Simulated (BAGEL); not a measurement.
**CH5GeS− (SMILES C[S][GeH2-]): HF/3-21G (density fitting with qzvpp-jkfit)**

Aim: the vertical ionisation energy of CH5GeS− at HF/3-21G (density fitting with qzvpp-jkfit), from 2 runs. 

The results are computed with BAGEL 1.2.2.

1 further run of the same task is left out (set aside as unsound or not needed).

## (1) The structure to begin with

CH5GeS− has 8 atoms, charge -1, and is taken as a singlet. As SMILES, `C[S][GeH2-]`. The shape comes from GFN2-xTB, which is rough for such elements, and wasn't checked as a minimum. This is one conformer, not always the lowest.

Bond lengths: C1–S2 1.813 Å, S2–Ge3 2.366 Å, C1–H4 1.091 Å, C1–H5 1.089 Å, C1–H6 1.089 Å, Ge3–H7 1.707 Å, Ge3–H8 1.660 Å. Angles: C1–S2–Ge3 93.7°, S2–C1–H4 110.3°, S2–C1–H5 109.5°, S2–C1–H6 108.6°, S2–Ge3–H7 93.5°, S2–Ge3–H8 91.5°, H4–C1–H5 109.2°, H4–C1–H6 109.5°, H5–C1–H6 109.7°, H7–Ge3–H8 87.7°.

## (2) The energy at HF/3-21G (density fitting with qzvpp-jkfit)

Contents of calc.json:

```json
{ "bagel": [

{
  "title": "molecule",
  "basis": "3-21g",
  "df_basis": "qzvpp-jkfit",
  "angstrom": true,
  "geometry": [
    { "atom": "C", "xyz": [      -0.657170,       1.123040,      -0.356420 ] },
    { "atom": "S", "xyz": [      -0.748550,      -0.075590,       1.001400 ] },
    { "atom": "Ge", "xyz": [       0.522290,      -1.707870,      -0.147850 ] },
    { "atom": "H", "xyz": [      -1.027100,       0.677850,      -1.280650 ] },
    { "atom": "H", "xyz": [       0.376940,       1.434440,      -0.497760 ] },
    { "atom": "H", "xyz": [      -1.268190,       1.986440,      -0.098930 ] },
    { "atom": "H", "xyz": [       1.999630,      -0.896220,       0.120750 ] },
    { "atom": "H", "xyz": [       0.802150,      -2.542100,       1.259450 ] }
  ]
},

{ "title": "hf", "charge": -1 },

{ "title": "print", "file": "orbitals.molden", "orbitals": true }

]}
```

Started as:

```sh
$ BAGEL_NUM_THREADS=1 BAGEL calc.json > calc.out
```

Log:

```text
* using 1 threads per process

  ===============================================================
  ===============================================================

  *** Geometry ***

  { "atom" : "C", "xyz" : [     -1.241871,      2.122238,     -0.673536 ] },
  { "atom" : "S", "xyz" : [     -1.414554,     -0.142844,      1.892372 ] },
  { "atom" : "Ge", "xyz" : [      0.986985,     -3.227407,     -0.279396 ] },
  { "atom" : "H", "xyz" : [     -1.940938,      1.280951,     -2.420078 ] },
  { "atom" : "H", "xyz" : [      0.712313,      2.710699,     -0.940630 ] },
  { "atom" : "H", "xyz" : [     -2.396532,      3.753828,     -0.186951 ] },
  { "atom" : "H", "xyz" : [      3.778753,     -1.693610,      0.228184 ] },
  { "atom" : "H", "xyz" : [      1.515844,     -4.803873,      2.380016 ] },

  Number of auxiliary basis functions:      559

  Since a DF basis is specified, we compute 2- and 3-index integrals:
    o Being stored without compression. Storage requirement is 0.013 GB

  Number of basis functions:       54
  Number of electrons      :       59

    * METHOD: MOLECULE                             0.27

  *** RHF ***

  === Nuclear Repulsion ===
   239.2932950715

      * DIIS with orbital gradients will be used.

  === RHF iteration (3-21g) ===
      0      -2501.41624215          0.00979392           0.07
      1      -2501.45446789          0.00239065           0.07
      2      -2501.45799731          0.00081789           0.07
      3      -2501.45843906          0.00012547           0.06
      4      -2501.45846439          0.00003033           0.06
      5      -2501.45846566          0.00000894           0.07
      6      -2501.45846575          0.00000330           0.07
      7      -2501.45846577          0.00000091           0.07
      8      -2501.45846577          0.00000026           0.06
      9      -2501.45846577          0.00000007           0.06
     10      -2501.45846577          0.00000003           0.06
     11      -2501.45846577          0.00000001           0.06
    * SCF iteration converged.

    * Permanent dipole moment:
           (    0.183772,    -0.523634,     0.767049) a.u.

    * METHOD: HF                                   0.96

    * METHOD: PRINT                                0.01

  ===============================================================
```

Run time: 1.4 s. Hardware: 1 thread of Arm Neoverse V1, shared host; peak memory 0.1 GiB.

## (3) Doublet neutral CH5GeS, same level

Contents of input.json:

```json
{ "bagel": [

{
  "title": "molecule",
  "basis": "3-21g",
  "df_basis": "qzvpp-jkfit",
  "angstrom": "true",
  "geometry": [
    { "atom": "C", "xyz": [      -0.657170,       1.123040,      -0.356420 ] },
    { "atom": "S", "xyz": [      -0.748550,      -0.075590,       1.001400 ] },
    { "atom": "Ge", "xyz": [       0.522290,      -1.707870,      -0.147850 ] },
    { "atom": "H", "xyz": [      -1.027100,       0.677850,      -1.280650 ] },
    { "atom": "H", "xyz": [       0.376940,       1.434440,      -0.497760 ] },
    { "atom": "H", "xyz": [      -1.268190,       1.986440,      -0.098930 ] },
    { "atom": "H", "xyz": [       1.999630,      -0.896220,       0.120750 ] },
    { "atom": "H", "xyz": [       0.802150,      -2.542100,       1.259450 ] }
  ]
},

{ "title": "uhf", "nopen": 1 },

{ "title": "print", "file": "orbitals.molden", "orbitals": "true" }

]}
```

Started as:

```sh
$ BAGEL_NUM_THREADS=1 BAGEL input.json > input.out
```

Log:

```text
* using 1 threads per process

  ===============================================================
  ===============================================================

  *** Geometry ***

  { "atom" : "C", "xyz" : [     -1.241871,      2.122238,     -0.673536 ] },
  { "atom" : "S", "xyz" : [     -1.414554,     -0.142844,      1.892372 ] },
  { "atom" : "Ge", "xyz" : [      0.986985,     -3.227407,     -0.279396 ] },
  { "atom" : "H", "xyz" : [     -1.940938,      1.280951,     -2.420078 ] },
  { "atom" : "H", "xyz" : [      0.712313,      2.710699,     -0.940630 ] },
  { "atom" : "H", "xyz" : [     -2.396532,      3.753828,     -0.186951 ] },
  { "atom" : "H", "xyz" : [      3.778753,     -1.693610,      0.228184 ] },
  { "atom" : "H", "xyz" : [      1.515844,     -4.803873,      2.380016 ] },

  Number of auxiliary basis functions:      559

  Since a DF basis is specified, we compute 2- and 3-index integrals:
    o Being stored without compression. Storage requirement is 0.013 GB

  Number of basis functions:       54
  Number of electrons      :       59

    * METHOD: MOLECULE                             0.27

  *** Open-shell HF ***

  === Nuclear Repulsion ===
   239.2932950715

      * DIIS with orbital gradients will be used.

  === UHF iteration (3-21g) ===
      0      -2501.33861102          0.01957015           0.13
      1      -2501.38322212          0.00643766           0.13
      2      -2501.38942790          0.00287914           0.13
      3      -2501.39088336          0.00074503           0.13
      4      -2501.39130266          0.00037753           0.13
      5      -2501.39143409          0.00023033           0.13
      6      -2501.39150665          0.00009209           0.13
      7      -2501.39152281          0.00003918           0.13
      8      -2501.39152807          0.00001595           0.13
      9      -2501.39152926          0.00001078           0.12
     10      -2501.39152977          0.00000798           0.13
     11      -2501.39153013          0.00000552           0.13
     12      -2501.39153022          0.00000397           0.13
     13      -2501.39153027          0.00000246           0.13
     14      -2501.39153028          0.00000128           0.13
     15      -2501.39153028          0.00000071           0.12
     16      -2501.39153028          0.00000046           0.13
     17      -2501.39153028          0.00000031           0.12
     18      -2501.39153028          0.00000021           0.12
     19      -2501.39153028          0.00000014           0.12
     20      -2501.39153028          0.00000010           0.12
     21      -2501.39153028          0.00000006           0.12
     22      -2501.39153028          0.00000003           0.13
     23      -2501.39153028          0.00000002           0.12
     24      -2501.39153028          0.00000001           0.13
     25      -2501.39153028          0.00000001           0.12
    * SCF iteration converged.

    * S^2 (UHF) is 0.7662

    * Permanent dipole moment:
           (   -0.206945,     0.244855,     1.273214) a.u.

    * METHOD: UHF                                  3.48

    * METHOD: PRINT                                0.01

  ===============================================================
```

Run time: 3.9 s. Hardware: 1 thread of Arm Neoverse V1, shared host; peak memory 0.1 GiB.

## (4) What came out

At HF/3-21G (density fitting with qzvpp-jkfit):

```
                                                              quantity           value
                                         singlet CH5GeS−: total energy  -2501.45847 Eh
                                          singlet CH5GeS−: HOMO energy        -2.50 eV
                                          singlet CH5GeS−: LUMO energy         8.24 eV
singlet CH5GeS−: HOMO–LUMO gap (to an unbound level, set by the basis)        10.74 eV
                                  doublet neutral CH5GeS: total energy  -2501.39153 Eh
                                 doublet neutral CH5GeS: dipole moment          3.34 D
                                          doublet neutral CH5GeS: ⟨S²⟩           0.766
                   vertical detachment energy (to the doublet neutral)        1.821 eV
```

What this shows: The vertical ionisation energy comes to 1.82 eV (42 kcal/mol). −ε(HOMO) before ionisation, 2.50 eV, is 0.68 eV above this ionisation energy.
